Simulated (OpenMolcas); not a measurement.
**V²⁺ in NaF: CASSCF and CASPT2 levels and susceptibility**

Aim: the ligand-field states of V²⁺ in this surrounding, its lowest levels with spin-orbit coupling and its magnetic susceptibility.

Method: state-averaged CASSCF and CASPT2, spin-orbit coupling by RASSI with atomic mean-field integrals. Code: OpenMolcas 26.06.

**1. Starting point**

```
Species                           : V²⁺ (vanadium, Z = 23, 21 electrons)
Basis                             : ANO-RCC-VDZP [5s4p2d1f], 142 functions with the ligands
Scalar Hamiltonian                : DKH2, point nucleus
Inactive shells                   : 1s 2s 2p 3s 3p of the metal, and all ligand shells
Active space                      : 3 electrons in 5 orbitals (3d)
Some configurations of this space : 3d³
Orbitals                          : optimised for each spin and parity, averaged over all roots
```

Outer shells as boxes (Hund's rule):

3d3
```
3d [↑ ][↑ ][↑ ][  ][  ]
```

V²⁺ is taken with its 6 nearest fluoride ions at 2.176 Å, on the cation site of NaF (a = 4.634 Å). The rest of the host is ab initio model potentials to 7.6 Å, with orthogonalisation functions on the cations behind the ligands, and point charges beyond; the distance is set by hand, nothing relaxes, and no local charge compensation is placed. Ligand basis ANO-RCC-VDZP.

```xyz
19

V     0.0000    0.0000    0.0000
F     2.1760    0.0000    0.0000
F     0.0000    2.1760    0.0000
F    -2.1760    0.0000    0.0000
F     0.0000   -2.1760    0.0000
F     0.0000    0.0000    2.1760
F     0.0000    0.0000   -2.1760
Na    0.0000    2.3170   -2.3170
Na    0.0000   -2.3170    2.3170
Na    0.0000    2.3170    2.3170
Na    0.0000   -2.3170   -2.3170
Na    2.3170   -2.3170    0.0000
Na   -2.3170    2.3170    0.0000
Na    2.3170    0.0000   -2.3170
Na   -2.3170    0.0000    2.3170
Na    2.3170    0.0000    2.3170
Na   -2.3170    0.0000   -2.3170
Na    2.3170    2.3170    0.0000
Na   -2.3170   -2.3170    0.0000
```

The work runs as a chain of OpenMolcas steps in one folder; each step below is one input file. The outputs are cut to the sections that carry results. Labels, J, g values, rates, χT and fits are worked out afterwards by a script from the matrices that RASSI stores.

**2. Basis and integrals**

Contents of a.inp:

```
&GATEWAY
Basis set
V.ANO-RCC-VDZP.
V1 0.0 0.0 0.0 Angstrom
End of basis
Basis set
F.ANO-RCC-VDZP.
L1 2.176000 0.000000 0.000000 Angstrom
L2 0.000000 2.176000 0.000000 Angstrom
L3 0.000000 0.000000 2.176000 Angstrom
End of basis
Basis set
Na.EMB-AIMP.Seijo.6s3p.1s1p.ECP.NaF.
PseudoCharge
* 3 symmetry-unique lattice sites within 7.6 angstrom
End of basis
Basis set
Na.EMB-AIMP.Seijo.0s.0s.ECP.NaF.
PseudoCharge
* 36 symmetry-unique lattice sites within 7.6 angstrom
End of basis
Basis set
F.EMB-AIMP.Seijo.0s.0s.ECP.NaF.
PseudoCharge
* 31 symmetry-unique lattice sites within 7.6 angstrom
End of basis
Symmetry
XYZ
AngMom=0.0 0.0 0.0
AMFI
RICD
XField
1025 Angstrom 0
* Evjen-weighted lattice charges
&SEWARD
```

The run is started by

```
$ OMP_NUM_THREADS=1 MOLCAS_MEM=2457 MOLCAS_PROJECT=a pymolcas a.inp > a.log
```

**3. CASSCF: quartets, 10 roots**

Contents of a.inp:

```
&RASSCF
FileOrb=start.orb
Symmetry=1
Spin=4
nActEl=3 0 0
Inactive=18 21
Ras2=5 0
CIRoot=10 10 1
SDav=10
CIMx=300
Iter=150 100
PrWF=0.3
OrbListing=Nothing
MaxOrb=0
LevShft=1.0
>>> COPY $Project.JobIph JOB001
```

start.orb holds start orbitals that the driver prepared beforehand, or those of the step before.

**4. Reference wave functions, doublets, 40 roots**

Contents of a.inp:

```
&RASSCF
FileOrb=start.orb
Symmetry=1
Spin=2
nActEl=3 0 0
Inactive=18 21
Ras2=5 0
CIRoot=40 40 1
SDav=40
CIMx=300
Iter=150 100
PrWF=0.3
OrbListing=Nothing
MaxOrb=0
LevShft=1.0
>>> COPY $Project.JobIph JOB002
```

**5. RASSI: spin-orbit coupling between the states**

Contents of a.inp:

```
&RASSI
NrOfJobIphs=2 10 40
1 2 3 4 5 6 7 8 9 10
1 2 3 4 5 6 7 8 9 10 11 12 13 14 15 16 17 18 19 20 21 22 23 24 25 26 27
28 29 30 31 32 33 34 35 36 37 38 39 40
IphNames
JOB001
JOB002
EJob
SpinOrbit
DIPRint=1.0
SOCoupling=1000.0
Subsets=2
Property=9
'ANGMOM' 1 'ANGMOM' 2 'ANGMOM' 3 'MLTPL  1' 1 'MLTPL  1' 2 'MLTPL  1' 3
'AMFI' 1 'AMFI' 2 'AMFI' 3
SOProperty=3
'ANGMOM' 1 'ANGMOM' 2 'ANGMOM' 3
```

**6. CASPT2: IPEA 0.25, imaginary shift 0.1 (closed shells correlated: 3s 3p of the metal, with ligand shells; the Frozen line counts the rest)**

Contents of a.inp:

```
>>> COPY JOB001 $Project.JobIph
&CASPT2
Multistate=10 1 2 3 4 5 6 7 8 9 10
NoMult
Frozen=5 6
IPEA=0.25
Imaginary=0.1
MaxIter=60
WThr=0.0 0.3 0.05
PrWF=0.5
NoMix
>>> COPY JOB002 $Project.JobIph
&CASPT2
Multistate=40 1 2 3 4 5 6 7 8 9 10 11 12 13 14 15 16 17 18 19 20 21 22
23 24 25 26 27 28 29 30 31 32 33 34 35 36 37 38 39 40
NoMult
Frozen=5 6
IPEA=0.25
Imaginary=0.1
MaxIter=60
WThr=0.0 0.3 0.05
PrWF=0.5
NoMix
```

(Steps that only read results are left out.)

What does the calculation give? Wanted: spin-free ground state; first state of the same spin within the active space; lowest level; next level.

**Answer**, as computed:

| quantity | value |
| --- | --- |
| method | SS-CASPT2, IPEA 0.25, imaginary shift 0.1 (closed shells correlated: 3s 3p of the metal, with ligand shells; the Frozen line counts the rest) |
| spin-free ground state | 4A2, 1-fold in its orbital part |
| first state of the same spin within the active space | 4T2 at 10800 cm⁻¹ |
| lowest level | 4-fold Γ8 |
| next level | 10738.0 cm⁻¹ |
| χT at 300 K | 1.85 cm³ K/mol |
| effective moment at 300 K | 3.85 μB |

Cost by method:

| method | time of its own steps | time with the reference |
| --- | --- | --- |
| A. CASSCF | 20 s | 20 s |
| B. SS-CASPT2, IPEA 0.25, imaginary shift 0.1, +3s 3p | 2.8 min | 3.1 min |

Times are of one thread on a shared host.

**Reading.** The spin-free ground state (4A2) comes to 100 % from free-ion F terms and keeps the highest spin of the shell. χT at 300 K is 1.85, against 1.88 cm³ K/mol for the spin alone; near agreement at one temperature doesn't show that the orbital moment is quenched. CASPT2 does not keep the components of a term degenerate, and the means are used.
